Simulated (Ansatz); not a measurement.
# H₇InN₂OSi: basis-set convergence

Aim: see how fast density functionals converge with the basis set for H₇InN₂OSi.

Method: one geometry, several basis sets; program: Ansatz 0.2.0, Gaussian basis.

Plan: PBE0-D4/def2-SVP; ωB97M-V/def2-SVP; PBE0-D4/def2-QZVPP; ωB97M-V/def2-QZVPP; the functionals' def2-TZVPP values are taken from earlier runs.

**1. The geometry**

The geometry comes from an earlier relaxation with PBE0-D4 in a triple-zeta def2 set; it is a stationary point, not always the lowest conformer. In takes the def2 core potential; no spin-orbit term is included.

SMILES `[NH2][In]([NH2])[O][SiH3]`, 12 atoms, charge 0, spin multiplicity 1.

Atoms are counted from 1 here; the program's logs count them from 0.

Bond lengths: N1–In2 2.006 Å, N1–H6 1.010 Å, N1–H7 1.011 Å, In2–N3 2.010 Å, In2–O4 1.993 Å, N3–H8 1.011 Å, N3–H9 1.010 Å, O4–Si5 1.620 Å, Si5–H10 1.490 Å, Si5–H11 1.499 Å, Si5–H12 1.491 Å. Angles: In2–N1–H6 116.7°, In2–N1–H7 113.9°, H6–N1–H7 109.0°, N1–In2–N3 133.5°, N1–In2–O4 112.2°, N3–In2–O4 114.4°, In2–N3–H8 114.0°, In2–N3–H9 116.7°, H8–N3–H9 109.0°, In2–O4–Si5 135.9°, O4–Si5–H10 110.8°, O4–Si5–H11 111.7°, O4–Si5–H12 111.3°, H10–Si5–H11 107.4°, H10–Si5–H12 108.1°, H11–Si5–H12 107.3°.

**2. PBE0-D4 in def2-SVP**

Contents of in.yaml:

```yaml
crystal:
  periodic: [false, false, false]
  atoms:
    - {symbol: N, position_ang: [-1.997256, 0.098156, 2.005828]}
    - {symbol: In, position_ang: [-0.594619, -0.416206, 0.667308]}
    - {symbol: N, position_ang: [0.301560, -2.154082, 0.202629]}
    - {symbol: O, position_ang: [0.011691, 1.138379, -0.422017]}
    - {symbol: Si, position_ang: [1.170679, 1.406342, -1.521720]}
    - {symbol: H, position_ang: [-2.663167, -0.616167, 2.263119]}
    - {symbol: H, position_ang: [-2.497210, 0.944383, 1.769982]}
    - {symbol: H, position_ang: [1.201033, -2.046424, -0.246359]}
    - {symbol: H, position_ang: [0.384384, -2.834828, 0.944146]}
    - {symbol: H, position_ang: [1.982125, 2.601666, -1.156528]}
    - {symbol: H, position_ang: [2.109583, 0.243450, -1.630215]}
    - {symbol: H, position_ang: [0.591198, 1.635331, -2.876173]}
basis:
  gaussian: {orbitals: def2-SVP}
hamiltonian: {xc: pbe0, dispersion: d4}
output: {orbitals: {seedname: orbitals}}
```

Started as:

```bash
$ ansatz run in.yaml --threads 4 --pin off --events-out ev --progress --plain --max-ram 11315MiB
```

After this run come: ωB97M-V in def2-SVP; PBE0-D4 in def2-QZVPP; ωB97M-V in def2-QZVPP.

**Question.** What will the summary of the whole plan be? Wanted: PBE0-D4: double and triple zeta above quadruple; ωB97M-V: double and triple zeta above quadruple.

The runs gave:

| quantity | value |
| --- | --- |
| PBE0-D4: double and triple zeta above quadruple | 10.38, 0.67 eV |
| ωB97M-V: double and triple zeta above quadruple | 10.56, 0.62 eV |

In words: PBE0-D4 gains 9.72 eV from double to triple zeta, then 0.67 eV more. Total energies overstate the basis error of differences, where much of it tends to cancel. The LUMO of ωB97M-V is positive and keeps falling with the basis (0.93 to 0.16 eV): an unbound level that the basis holds in place.
